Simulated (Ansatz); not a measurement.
**CH₆AuN: ionisation energy by level of theory**

The task here is to estimate one member of a computed series from the others.

The runs use Ansatz 0.2.0, Gaussian basis; unrestricted cation, the program's frozen cores in correlated methods.

Plan: UKS PBE-D4/def2-TZVPP; UKS r2SCAN-D4/def2-TZVPP; UKS PBE0-D4/def2-TZVPP; UKS B3LYP-D4/def2-TZVPP; UKS wB97X-V/def2-TZVPP; UKS wB97M-V/def2-TZVPP; UKS B2PLYP/def2-TZVPP; UHF-CCSD(T)/def2-TZVPP; UHF-MP2/def2-QZVPP; extrapolation to the limit; then −ε(HOMO) from the neutral's earlier runs with LDA (SPW92), PBE-D4, revPBE-D4, BLYP-D4, r2SCAN-D4, B97M-V, PBE0-D4, B3LYP-D4, r2SCANh-D4, r2SCAN0-D4, HSE06-D4, BHLYP-D4, CAM-B3LYP-D4, LC-ωPBE, ωB97X-V, ωB97M-V.

## The relaxed structure

All runs share one geometry, relaxed beforehand with PBE0-D4 in a triple-zeta def2 set. Au takes the def2 core potential; no spin-orbit term is included.

SMILES `[CH3][Au-][NH3+]`, 9 atoms, charge 0, spin multiplicity 1.

Atoms are counted from 1 here; the program's logs count them from 0.

Bond lengths: C1–Au2 2.019 Å, C1–H4 1.094 Å, C1–H5 1.094 Å, C1–H6 1.094 Å, Au2–N3 2.166 Å, N3–H7 1.014 Å, N3–H8 1.014 Å, N3–H9 1.014 Å. Angles: Au2–C1–H4 110.6°, Au2–C1–H5 110.6°, Au2–C1–H6 110.6°, H4–C1–H5 108.4°, H4–C1–H6 108.4°, H5–C1–H6 108.4°, C1–Au2–N3 180.0°, Au2–N3–H7 110.8°, Au2–N3–H8 110.8°, Au2–N3–H9 110.8°, H7–N3–H8 108.1°, H7–N3–H9 108.1°, H8–N3–H9 108.1°.

The first run:

in.yaml

```yaml
crystal:
  periodic: [false, false, false]
  atoms:
    - {symbol: C, position_ang: [-1.029468, 1.438399, -1.073347]}
    - {symbol: Au, position_ang: [-0.019018, 0.035129, -0.031835]}
    - {symbol: N, position_ang: [1.065150, -1.470992, 1.086145]}
    - {symbol: H, position_ang: [-1.913550, 1.002842, -1.547245]}
    - {symbol: H, position_ang: [-0.395866, 1.867088, -1.854791]}
    - {symbol: H, position_ang: [-1.355772, 2.246493, -0.412743]}
    - {symbol: H, position_ang: [1.998226, -1.597130, 0.710067]}
    - {symbol: H, position_ang: [0.586624, -2.363965, 1.046256]}
    - {symbol: H, position_ang: [1.152174, -1.204064, 2.060392]}
basis:
  gaussian: {orbitals: def2-TZVPP}
total_charge: 1
magnetization: {spin_polarized: true, initial_magnetization: 1}
hamiltonian: {xc: pbe, dispersion: d4}
```

The run is started by

```sh
ansatz run in.yaml --threads 2 --pin off --events-out ev --progress --plain --max-ram 22528MiB --backend cpu
```

Among the steps run: Cation, UKS PBE-D4/def2-TZVPP; Cation, UKS r2SCAN-D4/def2-TZVPP; Cation, UKS PBE0-D4/def2-TZVPP; Cation, UKS B3LYP-D4/def2-TZVPP; Cation, UKS wB97X-V/def2-TZVPP; Cation, UKS wB97M-V/def2-TZVPP; Cation, UKS B2PLYP (frozen core)/def2-TZVPP; Cation, UHF-CCSD(T)/def2-TZVPP; Cation, UHF-MP2/def2-QZVPP.

One table of the session follows, with a row left open; its other results are not shown here.

For comparison, −ε(HOMO) of the neutral from earlier runs:

```
  functional  −ε(HOMO) (eV)
 LDA (SPW92)           5.57
      PBE-D4           5.30
   revPBE-D4           5.21
     BLYP-D4           5.19
   r2SCAN-D4              ?
      B97M-V           5.24
     PBE0-D4           6.24
    B3LYP-D4           6.10
  r2SCANh-D4           5.85
  r2SCAN0-D4           6.41
    HSE06-D4           5.85
    BHLYP-D4           7.08
CAM-B3LYP-D4           7.50
     LC-ωPBE           8.67
     ωB97X-V           8.40
     ωB97M-V           8.36
```

Estimate the missing values for r2SCAN-D4.

Worked estimate for «−ε(HOMO) (eV)». Against the share of exact exchange, r2SCANh-D4 (0.1, 5.85), r2SCAN0-D4 (0.25, 6.41) give a slope of 3.73 per unit share; at 0 the line stands at 5.48.

The run gave: −ε(HOMO) (eV): 5.48. In «−ε(HOMO) (eV)» the line misses by 0.00.
